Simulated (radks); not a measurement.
# Nuclear size and the levels of S⁺

Aim: how the total energy, the levels and the density at the nucleus of S⁺ respond when the nuclear radius is scaled.

Method: Dirac Kohn-Sham, LDA (Slater exchange, Perdew-Wang correlation), spin-unpolarised, spherical densities, finite nucleus; open shells fill j = l - 1/2 first. Code: radks (a radial shooting solver on a logarithmic mesh, Libxc functionals) version 1.

### 1 What is computed

```
element            : sulfur (Z = 16)
charge             : +1
electrons          : 15
configuration      : [Ne] 3s2 3p3
nuclear rms radius : 3.2611 fm
```

### 2 rms radius 3.2611 fm

Input:

```text
Z 16
configuration [Ne] 3s2 3p3 4s0 3d0
relativity Dirac
functional lda,pw
spin unpolarised
j_filling energy
nucleus finite rms 3.2611 fm
c 137.035999084
```

### 3 rms radius 2.8306 fm

Input: that of step 2 with these lines changed.

```diff
@@ -6,3 +6,3 @@
 j_filling energy
-nucleus finite rms 3.2611 fm
+nucleus finite rms 2.8306 fm
 c 137.035999084
```

### 4 rms radius 2.9546 fm

Input: that of step 3 with these lines changed.

```diff
@@ -6,3 +6,3 @@
 j_filling energy
-nucleus finite rms 2.8306 fm
+nucleus finite rms 2.9546 fm
 c 137.035999084
```

### 5 rms radius 3.4731 fm

Input: that of step 4 with these lines changed.

```diff
@@ -6,3 +6,3 @@
 j_filling energy
-nucleus finite rms 2.9546 fm
+nucleus finite rms 3.4731 fm
 c 137.035999084
```

### 6 rms radius 4.0144 fm

Input: that of step 5 with these lines changed.

```diff
@@ -6,3 +6,3 @@
 j_filling energy
-nucleus finite rms 3.4731 fm
+nucleus finite rms 4.0144 fm
 c 137.035999084
```

Before running it: what results should come out? Wanted: for each run, rms radius; total energy shift; density at nucleus; 1s1/2 shift; 2s1/2 shift.

As calculated:

| rms radius (fm) | total energy shift (eV) | density at nucleus (e/bohr³) | 1s1/2 shift (meV) | 2s1/2 shift (meV) |
| --- | --- | --- | --- | --- |
| 2.8306 | -0.00249 | 2931 | -1.05 | -0.0731 |
| 2.9546 | -0.00181 | 2929 | -0.759 | -0.0531 |
| 3.2611 | 0 | 2924 | 0 | 0 |
| 3.4731 | 0.00135 | 2921 | 0.568 | 0.0397 |
| 4.0144 | 0.00519 | 2914 | 2.18 | 0.152 |

**Reading.** Shifts are against the first run. Over the range the 1s1/2 level moves by 0.00322 eV and the 2s1/2 level by 0.225 meV. A larger nucleus binds the 1s electrons less and lowers the density at its centre. These are shifts of eigenvalues, not the field shifts of spectral lines.
